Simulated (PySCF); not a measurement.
# WOF2: relaxation and vibrations of the singlet

The task is one start of a wider search on WOF2: the singlet, from a T-shaped (ligand arrangement 1) start. It is relaxed, tested by its Hessian and followed downhill if it is a saddle.

Computed with PySCF 2.14.0. Level: PBE0, basis W def2-TZVP with ECP60, O def2-TZVP, F def2-TZVP, scalar-relativistic core potentials, no spin–orbit coupling, density fitting.

## 1. The starting structure

4 atoms, charge 0, spin multiplicity 1.

Bond lengths: W1–O2 1.770 Å, W1–F3 2.010 Å, W1–F4 2.010 Å. Angles: O2–W1–F3 88.0°, O2–W1–F4 176.0°, F3–W1–F4 88.0°.

Coordinates in bohr (charge 0 multiplicity 1):
```
W     0.0000    0.0000    0.0000
O    -3.3427    0.0000    0.1168
F     0.0000    0.0000    3.7983
F     3.7961    0.0000    0.1325
```

## 2. The SCF at the typed geometry

One driver script runs all steps and calls PySCF; scf.py shows how it sets up the SCF of each step. The optimiser is the driver's own. After this first run the driver tries any further starts and a stability analysis.

Input file scf.py:

```python
from pyscf import gto, scf, dft
mol = gto.M(atom='''
W      0.000000     0.000000     0.000000
O     -1.768900     0.000000     0.061800
F      0.000000     0.000000     2.010000
F      2.008800     0.000000     0.070100''',
    basis={'W': 'def2-TZVP', 'O': 'def2-TZVP', 'F': 'def2-TZVP'},
    ecp={'W': 'def2-TZVP'},
    charge=0, spin=0)
mf = dft.RKS(mol, xc='PBE0')
mf.grids.atom_grid = (50, 194)
aux = {'W': 'def2-universal-JKFIT', 'O': 'def2-universal-JKFIT', 'F': 'def2-universal-JKFIT'}
mf = mf.density_fit(auxbasis=aux)
mf.conv_tol = 1e-08
mf.diis_space = 10
mf.max_cycle = 60
mf.init_guess = 'minao'
mf.verbose = 4
mf.kernel()
```

Started as:

```console
$ OMP_NUM_THREADS=4 python axn.py task.json out
```

Log, cut to the lines that bear on the results:

```text
[... the frontier levels of the middle cycles are left out ...]
init E= -322.170136152396
  HOMO = -0.29158489176888  LUMO = -0.276718301958868  gap/eV = 0.40454
cycle= 1 E= -341.204272943118  delta_E=  -19  |g|= 1.76  |ddm|= 7.73
  HOMO = -0.247292029493737  LUMO = -0.244342639180797  gap/eV = 0.08026
cycle= 2 E= -329.081058632115  delta_E= 12.1  |g|= 6.54  |ddm|= 4.89
  HOMO = -0.253833693255562  LUMO = -0.178886831101412  gap/eV = 2.03941
cycle= 3 E= -341.742508843451  delta_E= -12.7  |g|= 0.795  |ddm|= 4.38
cycle= 4 E= -341.651797249584  delta_E= 0.0907  |g|= 1.09  |ddm|= 0.856
cycle= 5 E= -341.849669701736  delta_E= -0.198  |g|= 0.21  |ddm|= 0.448
cycle= 6 E= -341.852894075958  delta_E= -0.00322  |g|= 0.17  |ddm|= 0.168
cycle= 7 E= -341.858240144928  delta_E= -0.00535  |g|= 0.0391  |ddm|= 0.0722
cycle= 8 E= -341.858518327144  delta_E= -0.000278  |g|= 0.00609  |ddm|= 0.0265
cycle= 9 E= -341.858530926806  delta_E= -1.26e-05  |g|= 0.00197  |ddm|= 0.0115
cycle= 10 E= -341.858533910002  delta_E= -2.98e-06  |g|= 0.00125  |ddm|= 0.00747
cycle= 11 E= -341.858535424097  delta_E= -1.51e-06  |g|= 0.000433  |ddm|= 0.00689
cycle= 12 E= -341.858535744118  delta_E= -3.2e-07  |g|= 0.000121  |ddm|= 0.00436
cycle= 13 E= -341.85853576136  delta_E= -1.72e-08  |g|= 3.7e-05  |ddm|= 0.000908
cycle= 14 E= -341.858535763594  delta_E= -2.23e-09  |g|= 1.22e-05  |ddm|= 0.00019
  HOMO = -0.274077150162263  LUMO = -0.182924632829474  gap/eV = 2.48039
Extra cycle  E= -341.858535763909  delta_E= -3.15e-10  |g|= 1.22e-05  |ddm|= 6.15e-05
converged SCF energy = -341.858535763909
```

This step, with its further starts and checks, ran for 9.8 s (4 threads of Arm Neoverse V1, shared host).

The starts that the driver tried:

| start | energy (Eh) |
| --- | --- |
| the minimal-basis guess | -341.858536 |
| a thermally smeared density | -341.858536 |
| a smeared PBE density | -341.858536 |

No lower closed-shell solution turned up from the other starts or in the test of internal stability.

## 3. T-shaped (ligand arrangement 1) start, singlet: relaxation

The program finds Cs symmetry in the start, which this walk keeps. The walk stops when the largest gradient is under 0.0003 Eh/bohr and the energy has settled too.

scf.py: that of step 2 with these lines changed.

```diff
@@ -3,4 +3,4 @@
-W      0.000000     0.000000     0.000000
-O     -1.768900     0.000000     0.061800
-F      0.000000     0.000000     2.010000
-F      2.008800     0.000000     0.070100''',
+W     -0.041483     0.000000    -0.170239
+O     -1.810383     0.000000    -0.108439
+F     -0.041483     0.000000     1.839761
+F      1.967317     0.000000    -0.100139''',
@@ -17 +16,0 @@
-mf.init_guess = 'minao'
```

Steps of the walk:

| step | energy (Eh) | change (kJ/mol) | largest symmetric gradient (Eh/bohr) |
| --- | --- | --- | --- |
| 0 | -341.858536 | 0.00 | 0.12868 |
| 1 | -341.903730 | -118.66 | 0.07130 |
| 2 | -341.916256 | -151.55 | 0.12042 |
| 3 | -341.937395 | -207.04 | 0.05833 |
| 4 | -341.955779 | -255.31 | 0.04680 |
| 5 | -341.963040 | -274.38 | 0.07211 |
| 6 | -341.964221 | -277.48 | 0.03982 |
| 7 | -341.968179 | -287.87 | 0.01067 |
| 8 | -341.968424 | -288.51 | 0.00738 |
| 9 | -341.968568 | -288.89 | 0.00795 |
| 10 | -341.968608 | -288.99 | 0.00166 |
| 11 | -341.968620 | -289.03 | 0.00032 |
| 12 | -341.968623 | -289.03 | 0.00016 |

The walk took 28 s.

After 12 steps and 289.0 kJ/mol it ends at C2v: W–F 1.831 Å (×2), W–O 1.670 Å; F–W–F 133.7°, F–W–O 113.2° (×2).

## 4. Frequencies

The point is checked on the finer grid, and tightened if its gradient asks for it. The Hessian and the dipole derivatives come from central differences of analytic gradients, with steps of 0.02 bohr.

scf.py: that of step 3 with these lines changed.

```diff
@@ -3,4 +3,4 @@
-W     -0.041483     0.000000    -0.170239
-O     -1.810383     0.000000    -0.108439
-F     -0.041483     0.000000     1.839761
-F      1.967317     0.000000    -0.100139''',
+W     -0.002597     0.000000    -0.001624
+O     -1.418405     0.000000    -0.886707
+F     -0.283482     0.000000     1.807854
+F      1.501031     0.000000    -1.046712''',
@@ -11 +11 @@
-mf.grids.atom_grid = (50, 194)
+mf.grids.atom_grid = (75, 302)
@@ -14 +14 @@
-mf.conv_tol = 1e-08
+mf.conv_tol = 1e-10
```

The driver hands on the density of the step before, so the log starts near convergence.

SCF at the final geometry:

```text
init E= -341.968764902659
  HOMO = -0.252223897154241  LUMO = -0.121437755177496  gap/eV = 3.55887
cycle= 1 E= -341.96876490266  delta_E= -1.02e-12  |g|= 4.72e-06  |ddm|= 3e-06
  HOMO = -0.252223719313299  LUMO = -0.121437431159865  gap/eV = 3.55888
Extra cycle  E= -341.968764902624  delta_E= 3.56e-11  |g|= 1.41e-05  |ddm|= 8.62e-06
converged SCF energy = -341.968764902624
```

The whole step took 39 s.

Geometry: C2v; W–F 1.831 Å (×2), W–O 1.670 Å; F–W–F 133.6°, F–W–O 113.2° (×2).

Harmonic modes (main isotopes):

```csv
symmetry,ω (cm⁻¹),IR (km/mol),type
b1,130,2.9,bend
a1,175,3.3,bend
b2,276,3.2,bend
a1,718,45.8,stretch
b2,737,153,stretch
a1,1100,118,stretch
```

All wavenumbers are real: a minimum.

Properties at this point:

```
Dipole moment                                                   : 1.45 D
Highest occupied level                                          : -6.86 eV
Lowest empty level                                              : -3.30 eV
Rotational constants                                            : 0.262, 0.1566, 0.09801 cm⁻¹
Zero-point energy                                               : 18.8 kJ/mol
Principal polarisabilities                                      : 36.5, 42.8, 47.9 bohr³
Atomisation energy without zero-point energy                    : 1806 kJ/mol
Principal traceless quadrupole moments about the centre of mass : -1.97, -0.08, 2.06 D Å
Entropy at 298.15 K and 1 bar                                   : 309.4 J/(mol K)
Heat capacity Cp at 298.15 K                                    : 64.0 J/(mol K)
Enthalpy at 298.15 K above 0 K                                  : 15.06 kJ/mol
Rotational symmetry number                                      : 2
```

Charges (e) and bond orders:

```
atom  Mulliken  Löwdin  polar tensor  Mayer order to W1
  W1      1.14    0.66          1.63                  –
  O2     -0.42   -0.25         -0.63               2.25
F3,4     -0.36   -0.21         -0.50               1.04
```

Outer orbital energies (eV). occupied: -13.91, -13.83, -13.45, -13.29, -11.70, -11.55, -11.05, -6.86; empty: -3.30, -2.52, -0.63, -0.57.

Mulliken populations on W1 (outside its core potential): s 2.93, p 6.25, d 3.52, f 0.15.

## 5. A spin-polarised start

A stability analysis found the closed shell of the lowest minimum unstable towards spin polarisation, so the unrestricted solution is followed.

The program finds C2v symmetry in the start, which may break.

scf.py: that of step 4 with these lines changed.

```diff
@@ -3,4 +3,4 @@
-W     -0.002597     0.000000    -0.001624
-O     -1.418405     0.000000    -0.886707
-F     -0.283482     0.000000     1.807854
-F      1.501031     0.000000    -1.046712''',
+W     -0.002456     0.000000    -0.001535
+O     -1.418264     0.000000    -0.886618
+F     -0.283341     0.000000     1.807942
+F      1.501172     0.000000    -1.046624''',
@@ -10,2 +10,2 @@
-mf = dft.RKS(mol, xc='PBE0')
-mf.grids.atom_grid = (75, 302)
+mf = dft.UKS(mol, xc='PBE0')
+mf.grids.atom_grid = (50, 194)
@@ -14 +14 @@
-mf.conv_tol = 1e-10
+mf.conv_tol = 1e-08
```

Steps of the walk:

| step | energy (Eh) | change (kJ/mol) | largest gradient (Eh/bohr) |
| --- | --- | --- | --- |
| 0 | -341.969610 | 0.00 | 0.00660 |
| 1 | -341.969806 | -0.51 | 0.00294 |
| 2 | -341.969862 | -0.66 | 0.00138 |
| 3 | -341.969915 | -0.80 | 0.00121 |
| 4 | -341.969921 | -0.82 | 0.00046 |
| 5 | -341.969920 | -0.81 | 0.00034 |
| 6 | -341.969922 | -0.82 | 0.00030 |

The walk took 21 s.

Positions (Å) and forces (eV/Å) along the way:

```
step 0
W   -0.002   0.000  -0.002  -0.269   0.000  -0.156
O   -1.418   0.000  -0.887  -0.085   0.000  -0.052
F   -0.283   0.000   1.808   0.035   0.000   0.340
F    1.501   0.000  -1.047   0.319   0.000  -0.131
step 1
W   -0.008   0.000  -0.005  -0.151   0.000  -0.093
O   -1.426   0.000  -0.892   0.044   0.000   0.030
F   -0.279   0.000   1.817   0.074   0.000   0.007
F    1.511   0.000  -1.047   0.034   0.000   0.056
step 3
W   -0.024   0.000  -0.015   0.027   0.000   0.012
O   -1.442   0.000  -0.902   0.006   0.000   0.008
F   -0.256   0.000   1.815   0.017   0.000  -0.062
F    1.519   0.000  -1.025  -0.050   0.000   0.043
step 6
W   -0.026  -0.001  -0.016  -0.015   0.002  -0.009
O   -1.444   0.000  -0.903   0.010  -0.001   0.007
F   -0.252   0.000   1.812  -0.001  -0.001   0.007
F    1.519   0.000  -1.020   0.006   0.000  -0.005
```

It settles in C2v symmetry, 0.8 kJ/mol below the start, after 6 steps: W–F 1.842 Å (×2), W–O 1.673 Å; F–W–F 130.0°, F–W–O 115.0° (×2).

## 6. Vibrations and properties at this point

The same treatment as at the point before.

scf.py: that of step 5 with these lines changed.

```diff
@@ -3,4 +3,4 @@
-W     -0.002456     0.000000    -0.001535
-O     -1.418264     0.000000    -0.886618
-F     -0.283341     0.000000     1.807942
-F      1.501172     0.000000    -1.046624''',
+W     -0.010065     0.000000    -0.006292
+O     -1.428188     0.000024    -0.892828
+F     -0.235830    -0.000011     1.822473
+F      1.535052    -0.000011    -1.010268''',
@@ -11 +11 @@
-mf.grids.atom_grid = (50, 194)
+mf.grids.atom_grid = (75, 302)
@@ -14 +14 @@
-mf.conv_tol = 1e-08
+mf.conv_tol = 1e-10
```

Log of the central SCF (cycles and frontier levels):

```text
init E= -341.970068904653
[... the frontier-level lines of each cycle are left out ...]
cycle= 1 E= -341.970068904656  delta_E= -3.18e-12  |g|= 2.92e-06  |ddm|= 2.15e-06
Extra cycle  E= -341.970068904636  delta_E= 2.01e-11  |g|= 7.71e-06  |ddm|= 5.18e-06
converged SCF energy = -341.970068904636  <S^2> = 0.39377919  2S+1 = 1.604717
```

The whole step ran for 72 s (4 threads of Arm Neoverse V1, shared host).

Geometry: C2v; W–F 1.843 Å (×2), W–O 1.672 Å; F–W–F 130.1°, F–W–O 115.0° (×2).

Harmonic modes (main isotopes):

```
ω (cm⁻¹)  IR (km/mol)  μ (u)
     135          4.6  22.45
     160          4.7  21.08
     252          6.0  17.82
     667         46.9  19.57
     716          164  22.18
    1092          126  17.28
```

Every mode is real; the point is a minimum.

The SCF density has lower symmetry than the nuclear frame, so the modes carry no labels.

Properties at this point:

```yaml
Dipole_moment: 1.31 D
Highest_occupied_level: -7.04 eV
Lowest_empty_level: -3.15 eV
Rotational_constants: 0.249, 0.159, 0.09704 cm⁻¹
Zero-point_energy: 18.1 kJ/mol
Principal_polarisabilities: 36.6, 41.8, 44.9 bohr³
Atomisation_energy_without_zero-point_energy: 1809 kJ/mol
Principal_traceless_quadrupole_moments_about_the_centre_of_mass: -2.63, -0.80, 3.42 D Å
Entropy_at_298.15_K_and_1_bar: 311.1 J/(mol K)
Heat_capacity_Cp_at_298.15_K: 64.8 J/(mol K)
Enthalpy_at_298.15_K_above_0_K: 15.27 kJ/mol
Rotational_symmetry_number: 2
Spin_squared_⟨S²⟩: 0.394
```

Charges (e) and bond orders:

| atom | Mulliken | Löwdin | polar tensor | spin (Mulliken) | Mayer order to W1 |
| --- | --- | --- | --- | --- | --- |
| W1 | 1.18 | 0.70 | 1.73 | 0.00 | – |
| O2 | -0.43 | -0.25 | -0.66 | 0.00 | 2.24 |
| F3,4 | -0.37 | -0.22 | -0.53 | 0.00 | 1.01 |

Mulliken populations on W1 (outside its core potential): s 2.84, p 6.26, d 3.58, f 0.15.

## 7. All stationary points

| spin | group | bonds | imaginary modes (cm⁻¹) | ΔE (kJ/mol) | with zero-point energy |
| --- | --- | --- | --- | --- | --- |
| broken-symmetry (Ms = 0) | C2v (density of lower symmetry) | W–F 1.843 Å (×2), W–O 1.672 Å | none | 0.0 | 0.0 |
| singlet | C2v | W–F 1.831 Å (×2), W–O 1.670 Å | none | 3.4 | 4.1 |

## 8. Results

```
                                          quantity                                                           value
                                           minimum                                   broken-symmetry (Ms = 0), C2v
                                          geometry  W–F 1.843 Å (×2), W–O 1.672 Å; F–W–F 130.1°, F–W–O 115.0° (×2)
                                wavenumbers (cm⁻¹)                                   135, 160, 252, 667, 716, 1092
                                     dipole moment                                                          1.31 D
highest occupied, lowest empty level (either spin)                                                 -7.04, -3.15 eV
                         polar-tensor charge of W1                                                         +1.73 e
                                 zero-point energy                                                     18.1 kJ/mol
                               entropy at 298.15 K                                                 311.1 J/(mol K)
         atomisation energy (no zero-point energy)                                                     1809 kJ/mol
                                              ⟨S²⟩                                                           0.394
```

**Reading.** From Cs at the start the molecule goes to a C2v minimum. The determinant is spin-contaminated (⟨S²⟩ = 0.39 against 0.00), so it is no pure spin state. The strongest infrared band lies at 716 cm⁻¹ (stretch). Only this shape and spin were tried, so other structures or states may lie lower. The SCF density has lower symmetry than the nuclear frame. Spin–orbit coupling, left out here, can matter for elements this heavy.

The search up to here took 2.9 min.
